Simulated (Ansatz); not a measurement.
# CH6FNOSn: one species, many methods

How much do the methods differ for CH6FNOSn? The plan is to run it at one geometry with functionals of several rungs and with coupled cluster, and see how far each lands from CCSD(T) at the basis-set limit for the atomisation energy.

Computed with Ansatz 0.2.0, Gaussian basis. Level: functionals in def2-TZVPP, the program's frozen cores in correlated methods.

Levels to be run: LDA (SPW92), PBE-D4, revPBE-D4, BLYP-D4, r2SCAN-D4, B97M-V, PBE0-D4, B3LYP-D4, r2SCANh-D4, r2SCAN0-D4, HSE06-D4, BHLYP-D4, CAM-B3LYP-D4, LC-ωPBE, ωB97X-V, ωB97M-V, B2PLYP, PBE-QIDH; CCSD(T)/def2-SVP; CCSD(T)/def2-TZVPP; MP2/def2-QZVPP; extrapolation to the limit; RPA on PBE.

## Step 1: The relaxed structure

All runs share one geometry, relaxed beforehand with PBE0-D4 in a triple-zeta def2 set. Sn takes the def2 core potential; no spin-orbit term is included.

SMILES `C[O][SnH]([NH2])[F]`, 11 atoms, charge 0, spin multiplicity 1.

Atoms are counted from 1 here; the program's logs count them from 0.

Bond lengths: C1–O2 1.409 Å, C1–H6 1.096 Å, C1–H7 1.093 Å, C1–H8 1.098 Å, O2–Sn3 1.951 Å, Sn3–N4 2.005 Å, Sn3–F5 1.921 Å, Sn3–H9 1.689 Å, N4–H10 1.012 Å, N4–H11 1.013 Å. Angles: O2–C1–H6 111.8°, O2–C1–H7 108.1°, O2–C1–H8 112.7°, H6–C1–H7 108.2°, H6–C1–H8 108.1°, H7–C1–H8 107.8°, C1–O2–Sn3 121.0°, O2–Sn3–N4 113.2°, O2–Sn3–F5 106.9°, O2–Sn3–H9 107.0°, N4–Sn3–F5 101.8°, N4–Sn3–H9 117.8°, F5–Sn3–H9 109.6°, Sn3–N4–H10 114.4°, Sn3–N4–H11 111.9°, H10–N4–H11 108.5°.

Coordinates:

| atom | x (Å) | y (Å) | z (Å) |
| --- | --- | --- | --- |
| C1 | -1.08394 | -0.66873 | -1.27232 |
| O2 | -0.87412 | -1.05114 | 0.06740 |
| Sn3 | 0.11289 | 0.09724 | 1.29740 |
| N4 | 1.90967 | 0.64490 | 0.59571 |
| F5 | -0.81534 | 1.77843 | 1.35784 |
| H6 | -1.81469 | 0.14384 | -1.35452 |
| H7 | -1.47244 | -1.53432 | -1.81543 |
| H8 | -0.15929 | -0.34754 | -1.77066 |
| H9 | 0.05185 | -0.63844 | 2.81600 |
| H10 | 2.33577 | -0.02504 | -0.03146 |
| H11 | 1.87504 | 1.54361 | 0.13064 |

## Step 2: LDA

This LDA is Slater exchange with PW92 correlation.

Input file in.yaml:

```yaml
crystal:
  periodic: [false, false, false]
  atoms:
    - {symbol: C, position_ang: [-1.083937, -0.668735, -1.272317]}
    - {symbol: O, position_ang: [-0.874122, -1.051141, 0.067397]}
    - {symbol: Sn, position_ang: [0.112888, 0.097237, 1.297405]}
    - {symbol: N, position_ang: [1.909667, 0.644898, 0.595708]}
    - {symbol: F, position_ang: [-0.815337, 1.778433, 1.357845]}
    - {symbol: H, position_ang: [-1.814692, 0.143843, -1.354519]}
    - {symbol: H, position_ang: [-1.472444, -1.534325, -1.815428]}
    - {symbol: H, position_ang: [-0.159285, -0.347544, -1.770665]}
    - {symbol: H, position_ang: [0.051850, -0.638438, 2.816000]}
    - {symbol: H, position_ang: [2.335771, -0.025042, -0.031465]}
    - {symbol: H, position_ang: [1.875042, 1.543614, 0.130639]}
basis:
  gaussian: {orbitals: def2-TZVPP}
hamiltonian: {xc: lda}
output: {orbitals: {seedname: orbitals}}
```

Run with:

```sh
> ansatz run in.yaml --threads 4 --pin off --events-out ev --progress --plain --max-ram 10444MiB
```

The runs that follow: PBE-D4 (GGA); revPBE-D4 (GGA); BLYP-D4 (GGA); r2SCAN-D4 (meta-GGA); B97M-V (meta-GGA); B3LYP-D4 (hybrid); r2SCANh-D4 (hybrid); r2SCAN0-D4 (hybrid); HSE06-D4 (hybrid); BHLYP-D4 (hybrid); CAM-B3LYP-D4 (range-separated); LC-ωPBE (range-separated); ωB97X-V (range-separated); ωB97M-V (range-separated); B2PLYP (double hybrid); PBE-QIDH (double hybrid); CCSD(T) in def2-SVP; CCSD(T) in def2-TZVPP; MP2 in def2-QZVPP; RPA on PBE orbitals.

**Question.** What will the summary of the whole plan be? Wanted: atomisation energy, CCSD(T)/CBS; farthest beyond LDA; mean size of error, GGA; mean size of error, meta-GGA; mean size of error, hybrid; mean size of error, range-separated; mean size of error, double hybrid; gap, smallest and largest; T1 diagnostic.

As calculated:

```
                               quantity                                            value
        atomisation energy, CCSD(T)/CBS                                   897.7 kcal/mol
functionals within 9.0 kcal/mol (1.0 %)  BLYP-D4, B97M-V, CAM-B3LYP-D4, ωB97X-V, ωB97M-V
                    farthest beyond LDA                        BHLYP-D4 (-44.9 kcal/mol)
                mean size of error, GGA                                    10.4 kcal/mol
           mean size of error, meta-GGA                                     6.8 kcal/mol
             mean size of error, hybrid                                    22.7 kcal/mol
    mean size of error, range-separated                                     5.6 kcal/mol
      mean size of error, double hybrid                                    20.9 kcal/mol
              gap, smallest and largest            4.47 eV (BLYP-D4), 12.20 eV (LC-ωPBE)
                          T1 diagnostic                                           0.0137
triples share of the correlation energy                                            3.3 %
```

What this shows: The LDA atomisation energy is off by 134.4 kcal/mol (15 %): it overbinds. PBE-D4 is off by +9.8 kcal/mol. Double hybrids carry the basis error of their MP2 part in triple zeta, and no dispersion term here, so their miss is partly the set-up's. The rungs range-separated, meta-GGA miss on average by less than the doubt on the reference (9.0 kcal/mol), so they tie. The reference freezes the cores and leaves out spin-orbit coupling and excitations past (T), and its outer-core shells are covered unevenly, so misses under about 9.0 kcal/mol can't be ranked. All levels share the lack of spin-orbit coupling, which lowers the free heavy atoms and so the true binding. Hartree-Fock recovers 67 % of the binding; the rest is correlation. CCSD(T) in def2-SVP is off by -74.7 kcal/mol, more than most functionals: a good method in a small basis is no reference. The gap grows from 4.5 to 12.2 eV across the functionals, mostly with the share of exact exchange. Correlated methods include outer-core shells of Sn, which these sets cover unevenly.
